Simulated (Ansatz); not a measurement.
Predict the output of the script below (Ansatz 0.2.0, Python API).

`bde_c3h5i.py`
```python
import ansatz as az


def energy(molecule, charge=0, unpaired=0):
    calc = molecule.calculation().basis(gaussian="def2-SVP").functional("r2SCAN").accuracy("medium")
    if charge:
        calc = calc.charge(charge)
    if unpaired:
        calc = calc.spin("collinear", total=unpaired)
    return calc.run(threads=1).report["free_energy_ev"]

def without(molecule, index):
    rest = az.Crystal.molecule()
    for i, site in enumerate(molecule.cartesian_sites):
        if i != index:
            rest = rest.atom(site.symbol, site.position_ang)
    return rest


def main() -> None:
    molecule = (
        az.Crystal.molecule()
        .atom("C", (-0.1062, 1.2039, -0.6701))
        .atom("C", (0.4996, 0.1674, -0.235))
        .atom("C", (-0.0114, -1.0106, 0.5491))
        .atom("I", (-1.9563, -1.0144, 1.0887))
        .atom("H", (0.3714, 2.0051, -1.2684))
        .atom("H", (-1.2116, 1.4353, -0.5117))
        .atom("H", (1.5928, 0.1207, -0.471))
        .atom("H", (0.2829, -1.9015, -0.0184))
        .atom("H", (0.6272, -1.0521, 1.5196))
    )

    whole = energy(molecule, 0)
    hydrogen = energy(az.Crystal.molecule().atom("H", (0, 0, 0)), 0, 1)
    print(f"E(molecule) = {whole:.5f} eV, E(H) = {hydrogen:.5f} eV")
    for index in [5, 6, 8]:
        radical = energy(without(molecule, index), 0, 1)
        print(f"H{index}: homolysis {23.060548 * (radical + hydrogen - whole):.1f} kcal/mol")
        anion = energy(without(molecule, index), -1)
        print(f"H{index}: loss of a proton {23.060548 * (anion - whole):.1f} kcal/mol")


if __name__ == "__main__":
    main()
```

```console
$ python bde_c3h5i.py
E(molecule) = -11290.91824 eV, E(H) = -13.58417 eV
H5: homolysis 112.5 kcal/mol
H5: loss of a proton 417.8 kcal/mol
H6: homolysis 107.7 kcal/mol
H6: loss of a proton 400.9 kcal/mol
H8: homolysis 95.0 kcal/mol
H8: loss of a proton 391.3 kcal/mol
```

Reading the output:
- The settings weren't tested for convergence.
- The geometry is a force-field or estimated start, not a minimum of this method, and the basis set is short of its limit. All parts are taken at fixed geometry, without zero-point energy.
- def2 sets replace the cores of elements past krypton by effective core potentials.
- The spin-orbit lowering of heavy atoms is left out.
- Anions want diffuse functions, which this basis lacks.
- Hardware and time: 45 s on 1 thread of Intel(R) Xeon(R) Platinum 8259CL CPU @ 2.50GHz (Skylake/Cascade Lake), on a shared host, peak memory 0.25 GiB.

(Lines on the test bed's own set-up are left out of the output.)
